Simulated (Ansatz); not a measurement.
# Bi: further runs on the relaxed cell

An exercise on one series of results from a longer session: the logs are not shown, and one member is left open.

The COD entry's cell or inner coordinates are ideal or old and differ from later refinements, so a difference from it is no clean test against experiment.

Computed with Ansatz 0.2.0 (DFT PBE, scalar-relativistic, plane waves, PAW, unless a step's input says otherwise).

## Starting point

The structure is trigonal, space group R-3m (No. 166). Conventional cell: a = 4.582 Å, b = 4.582 Å, c = 12.169 Å, α = 90.00°, β = 90.00°, γ = 120.00°. Bi (site symmetry 3m) is surrounded by 3 Bi at 3.11 Å.

Structure file:

```cif
data_structure
_symmetry_space_group_name_H-M 'P 1'
_symmetry_Int_Tables_number 1
_cell_length_a 4.8426
_cell_length_b 4.8426
_cell_length_c 4.8426
_cell_angle_alpha 56.467
_cell_angle_beta 56.467
_cell_angle_gamma 56.467
_cell_volume 73.74
loop_
_atom_site_label
_atom_site_type_symbol
_atom_site_fract_x
_atom_site_fract_y
_atom_site_fract_z
_atom_site_occupancy
Bi1 Bi 0.23367 0.23367 0.23367 1
Bi2 Bi 0.76633 0.76633 0.76633 1
```

It is the result of an earlier relaxation at this level (volume 36.87 Å³/atom; gap on the mesh: none (metal)).

Set-up of the first run:

input.yaml reads:

```yaml
crystal:
  lattice:
    - [2.2909016758, 1.3226526992, 4.0562859314]
    - [-2.2909016758, 1.3226526992, 4.0562859314]
    - [0.0, -2.6453053984, 4.0562859314]
  atoms:
    - { symbol: Bi, position: [0.233668323, 0.233668323, 0.233668323] }
    - { symbol: Bi, position: [0.766331677, 0.766331677, 0.766331677] }
basis:
  ecutwfc: 420
kpoints:
  mp_grid: { grid: [12, 12, 12] }
  band_path:
    path:
      - [[0.0, 0.0, 0.0], [0.5, 0.5, 0.5], [0.76245014, 0.23754986, 0.5]]
      - [[0.5, -0.23754986, 0.23754986], [0.5, 0.0, 0.0], [0.0, 0.0, 0.0], [0.36877493, -0.36877493, 0.0]]
      - [[0.63122507, 0.0, 0.36877493], [0.5, 0.0, 0.5], [0.0, 0.0, 0.0]]
    npoints: 14
hamiltonian:
  xc: pbe
scf:
  occupations: { method: gaussian, width: 0.1 }
  n_extra_bands: 6
output:
  forces: true
  stress: true
  eigenvalues: true
  populations: true
  dos: { projected: true, de: 0.02, nscf_kmesh: { grid: [18, 18, 18] } }
  bader: true
  write_density: true
  write_potential: true
  elf: true
  volumetric_format: npy
```

Launch:

```sh
$ ansatz run input.yaml --threads 1 --pin off --max-ram 2560MiB --backend cpu --events-out ev --progress --plain --runs-dir out
```

Steps of the session up to this table: Bands, states and charges; The cell scaled to 0.97 of its volume; Point at V/V0 = 1.03; The cell scaled to 0.94 of its volume; The cell scaled to 1.06 of its volume.

One table of the session follows, with a row left open; its other results are not shown here.

It belongs to the step «Energy against volume». 

| volume (Å³/atom) | energy above the lowest point (meV/atom) | pressure (GPa) |
| --- | --- | --- |
| 34.660 | 13.4 | 2.10 |
| 35.766 | 3.1 | 0.94 |
| 36.872 | 0.0 | 0.01 |
| 37.979 | ? | ? |
| 39.085 | 8.8 | -1.18 |

Q: Estimate the row for volume (Å³/atom) = 37.979 from the others.

Worked estimate for «energy above the lowest point (meV/atom)». A straight line through the neighbours (36.872, 0.0) and (39.085, 8.8) gives 0.0 + (8.8 − 0.0) × (37.979 − 36.872) / (39.085 − 36.872) = 4.4; a parabola fitted to 3 rows on both sides gives 1.9.

**Answer.** energy above the lowest point (meV/atom): 2.4; pressure (GPa): -0.68. In «energy above the lowest point (meV/atom)» the line misses by +2.0 and the parabola by -0.5.
